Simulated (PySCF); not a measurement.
# C3H6BFO: the cost of one run

Programs: PySCF 2.14.0, with density-fitted response routines of our own. Each step states its level of theory. These are calculated values for one molecule in the gas phase, unless marked as measured. Atoms count from 0, in the outputs and in this text.

## (1) The molecule as given

12 atoms, charge 0, multiplicity 1; geometry from: PBE0-D3(BJ)/def2-SVP.

Bonds of the start (Å): B0–C1 1.51, C1–F2 1.34, C1–C3 1.36, C3–O4 1.32, O4–C5 1.41, B0–H6 1.21, B0–H7 1.21, C3–H8 1.10, C5–H9 1.10, C5–H10 1.10, C5–H11 1.10.

## (2) Core holes by ΔSCF: SCAN, X2C

The job: settings as JSON, then the geometry in Å.

```
{"job": {"kind": "xps"}, "charge": 0, "multiplicity": 1}
B      2.480552     0.159716    -0.511854
C      1.303751    -0.538204     0.134249
F      1.446432    -1.676117     0.833236
C      0.048043    -0.020403     0.028837
O     -1.018401    -0.586584     0.564254
C     -2.248651     0.086460     0.417939
H      2.268383     1.178187    -1.128038
H      3.599797    -0.280635    -0.419234
H     -0.091434     0.909038    -0.535397
H     -3.033834    -0.601085     0.754620
H     -2.435162     0.357344    -0.634616
H     -2.276839     0.996755     1.039660
```

With the program's defaults for keys left out, this is: delta-SCF UKS SCAN, pcX-2 on the ionised atom, pcseg-1 elsewhere, spin-free X2C.

Launch:

```console
OMP_NUM_THREADS=1 python probes_run.py task.json out
```

The driver reads the jobs from task.json and runs them one after another.

**Question.** How long does this first job take on 1 thread of Arm Neoverse V1, shared host, and how much memory does it need?

About 41 s, with a peak of 0.48 GiB.
